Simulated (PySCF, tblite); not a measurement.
# C3H4BF3O: infrared bands and NMR shifts

What infrared bands and NMR shifts should C3H4BF3O (`BOCC(F)=C(F)F`) show?

Programs: tblite 0.8.0 and PySCF 2.14.0, with density-fitted response routines of our own. Each step states its level of theory. These are calculated values for one molecule in the gas phase, unless marked as measured. Atoms are numbered from 0 throughout.

### Step 1. Starting geometry

12 atoms, charge 0, multiplicity 1; geometry from: GFN2-xTB.

Bonds of the start (Å): B0–O1 1.33, O1–C2 1.40, C2–C3 1.50, C3–F4 1.35, C3–C5 1.33, C5–F6 1.33, C5–F7 1.32, B0–H8 1.17, B0–H9 1.18, C2–H10 1.10, C2–H11 1.10.

### Step 2. Infrared spectrum with GFN2-xTB

The job: settings as JSON, then the geometry in Å.

```
{"job": {"kind": "ir", "xc": "GFN2-xTB", "basis": "xTB"}, "charge": 0, "multiplicity": 1}
B      1.502629    -1.496573     0.057894
O      0.493580    -0.943917     0.719691
C      0.354865     0.425495     0.951678
C     -0.839614     1.003972     0.243878
F     -1.131258     2.262504     0.629407
C     -1.603674     0.439373    -0.682829
F     -2.645209     1.026722    -1.255492
F     -1.432980    -0.777650    -1.169184
H      1.458680    -2.659763    -0.034246
H      2.383978    -0.852435    -0.389430
H      1.250563     0.985031     0.637590
H      0.209637     0.586555     2.029736
```

**Question.** This job is followed by: GIAO PBE0/pcSseg-1 NMR shielding, non-relativistic, gas phase. Predict these results of the whole session: strongest single infrared mode (GFN2-xTB); zero-point energy (GFN2-xTB); 13C shifts against TMS (PBE0/pcSseg-1); 1H shifts against TMS (PBE0/pcSseg-1, means over atoms taken as alike); 11B shifts against BF3·OEt2 (PBE0/pcSseg-1); 17O shifts against H2O (PBE0/pcSseg-1); 19F shifts against CFCl3 (PBE0/pcSseg-1).

The runs gave:

| quantity | value |
| --- | --- |
| strongest single infrared mode (GFN2-xTB) | 1102 cm⁻¹, 255 km/mol |
| zero-point energy (GFN2-xTB) | 44.3 kcal/mol |
| 13C shifts against TMS (PBE0/pcSseg-1) | 167.9, 135.9, 73.7 ppm |
| 1H shifts against TMS (PBE0/pcSseg-1, means over atoms taken as alike) | 5.26, 5.15 ppm |
| 11B shifts against BF3·OEt2 (PBE0/pcSseg-1) | 47.5 ppm |
| 17O shifts against H2O (PBE0/pcSseg-1) | 202.8 ppm |
| 19F shifts against CFCl3 (PBE0/pcSseg-1) | -97.4, -125.0, -202.1 ppm |

What this shows: No mode is imaginary among the 30: a minimum at this level. The strongest single mode, at 1102 cm⁻¹, is carried by C3, C5, F6, C2. GFN2-xTB is a fitted tight-binding method: band positions and strengths are rough. Its intensities can rank the bands wrongly. H10, H11 (mean) (hydrogen on an allylic sp3 CH2 bonded to O) lies farthest downfield among hydrogen, at 5.26 ppm; its carbon carries O, an electronegative neighbour. At PBE0/pcSseg-1: The widest tensor belongs to O1: span 448 ppm, with a paramagnetic part of -262 ppm.
